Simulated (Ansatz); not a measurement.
# InSb (zincblende type): the cost of one run

Program: Ansatz 0.2.0. Level of theory: DFT PBE, with the methods named in each step. These are calculated values, not measurements.

## Step 1: The structure to begin with

Symmetry: F-43m, No. 216, cubic system. The conventional cell has a = 6.637 Å, b = 6.637 Å, c = 6.637 Å, α = 90.00°, β = 90.00°, γ = 90.00°. Around In (site symmetry -43m) lie 4 Sb at 2.87 Å. Sb (site symmetry -43m) is surrounded by 4 In at 2.87 Å.

Structure file:

```xyz
2
Lattice="0.0000 3.3183 3.3183 3.3183 0.0000 3.3183 3.3183 3.3183 0.0000" Properties=species:S:1:pos:R:3 pbc="T T T"
In    0.0000    0.0000    0.0000
Sb    1.6592    1.6592    1.6592
```

Whether this phase is the stable one at these pressures isn't tested.

Atoms are numbered in the order of the input: In1, Sb2.

## Step 2: The reference volume, LAPW

Input file input.yaml:

```yaml
crystal:
  lattice:
    - [0.0, 3.3183302269, 3.3183302269]
    - [3.3183302269, 0.0, 3.3183302269]
    - [3.3183302269, 3.3183302269, 0.0]
  atoms:
    - { symbol: In, position: [0.0, 0.0, 0.0] }
    - { symbol: Sb, position: [0.25, 0.25, 0.25] }
kpoints:
  mp_grid: { grid: [11, 11, 11] }
  band_path:
    path:
      - [0.0, 0.0, 0.0]
      - [-0.5, -0.5, 0.0]
      - [-0.375, -0.375, 0.25]
      - [-0.375, 0.0, 0.375]
      - [0.0, 0.0, 0.0]
      - [0.0, 0.0, 0.5]
      - [-0.5, -0.25, 0.25]
      - [-0.5, -0.5, 0.0]
    npoints: 14
scf:
  occupations: { method: fermi_dirac, width: 0.1 }
hamiltonian:
  xc: pbe
  pseudopotentials: { kind: all_electron, lapw: { basis_error: 0.001 } }
output:
  forces: true
  stress: true
  eigenvalues: true
  populations: true
  dos: { projected: true, de: 0.2, e_range: [-14, 8] }
```

Launch:

```
> ansatz run input.yaml --threads 1 --pin off --max-ram 2048MiB --backend cpu --events-out ev --progress --plain --runs-dir out
```

What time and memory should one allow on 1 thread of Arm Neoverse V1, shared host?

About 50 s, with a peak of 0.39 GiB.
